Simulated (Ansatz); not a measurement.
This session for a phonon calculation by linear response of GaN, space group F-43m with Ansatz 0.2.0, Python API holds a mistake.

Input file `POSCAR_gan`:
```text
GaN
1.0
   0.00000000    2.25350061    2.25350061
   2.25350061    0.00000000    2.25350061
   2.25350061    2.25350061    0.00000000
Ga N
1 1
Direct
   0.00000000    0.00000000    0.00000000
   0.75000000    0.75000000    0.75000000
```

Run as a notebook:

In [1]:
```python
from pathlib import Path

import ansatz as az
from ase.io import read
import numpy as np
```

In [2]:
```python
XC = "pbe"
CUTOFF_EV = 510
KGRID = (8, 8, 8)
```

In [3]:
```python
atoms = read("POSCAR_gan", format="vasp")
system = az.Crystal.from_ase(atoms)
```

In [4]:
```python
len(system.resolved().sites)
```
Out [4]:
```text
2
```

In [5]:
```python
base = (
    system
    .functional(XC)
    .basis(CUTOFF_EV)
    .occupations(az.OccupationsMethod.FIXED)
    .kpoints(*KGRID)
    .phonons("dfpt", dielectric=True, lo_to_directions=[(0, 0, 1)])
)
result = base.run(threads=1, pin="off", runs_dir="runs")
ph = result.phonons
```
```text
Traceback (most recent call last):
  File "<cell 5>", line 3, in <module>
    .functional(XC)
     ^^^^^^^^^^
AttributeError: 'Crystal' object has no attribute 'functional'
```

What is wrong, and how is it mended?

The fault: settings are called on the crystal, without .calculation(). Mended:

```diff
--- before
+++ after
@@
 base = (
-    system
+    system.calculation()
     .functional(XC)
```

The cells in order, each with its output:

(earlier cells as before)

In [5]:
```python
base = (
    system.calculation()
    .functional(XC)
    .basis(CUTOFF_EV)
    .occupations(az.OccupationsMethod.FIXED)
    .kpoints(*KGRID)
    .phonons("dfpt", dielectric=True, lo_to_directions=[(0, 0, 1)])
)
result = base.run(threads=1, pin="off", runs_dir="runs")
ph = result.phonons
```
```text
DeckWarning: phonons.dielectric: true without phonons.rigid_motions: the static dielectric tensor ε⁰ will be withheld (ε∞, Z* and the rows of modes are given); for a crystal or a slab, whose only [...]
RunWarning: field response: ε∞ stands inside a basis, on 8×8×8 points; the force constants stand on the 8×8×8 k-mesh, whose period is 11.48 times the interband length at k = (0.0000, 0.0000, 0.0000), [...]
```

In [6]:
```python
print("Gamma modes (1/cm):", " ".join(f"{w:.1f}" for w in ph.gamma_omega_inv_cm))
print("in meV:", " ".join(f"{w * 0.1239842:.2f}" for w in ph.gamma_omega_inv_cm))
field = result.phonons_dielectric
print("eps_inf diagonal:", np.round(np.diag(field.eps_inf), 3))
for site, z in zip(result.lattice.sites, field.zstar_e):
    print(f"Born charge {site.symbol:2s}", np.round(np.diag(z), 3) + 0.0)
rows = (Path(result.output_folder) / "results" / "optical_modes.tsv").read_text().splitlines()
for line in rows:
    if not line.startswith("#"):
        print("  ".join(f"{float(v):.3f}" for v in line.split()[:8]))
```
```text
Gamma modes (1/cm): 0.0 0.0 0.0 538.5 538.5 538.5
in meV: 0.00 0.00 0.00 66.76 66.76 66.76
eps_inf diagonal: [5.964 5.964 5.964]
Born charge Ga [2.672 2.672 2.672]
Born charge N  [-2.672 -2.672 -2.672]
0.000  0.000  0.000  538.451  3.000  42.363  0.612  -0.000
0.577  0.577  -0.577  538.451  2.000  28.242  0.408  -0.204
0.577  0.577  -0.577  714.540  1.000  14.121  0.204  0.204
```

Reading the output:
- The cell isn't relaxed first, so the values belong to this volume.
- The mesh doesn't settle the field response to the digits printed.
- The structure comes from a database of computed cells and needn't be a stable or known phase.
- Warnings are shown shortened and without file and line.
- The structure is taken as given; imaginary modes can come from an unrelaxed or unstable start.
- Hardware and time: 37 s on 1 thread of Arm Neoverse V2, on a shared host, peak memory 0.57 GiB.
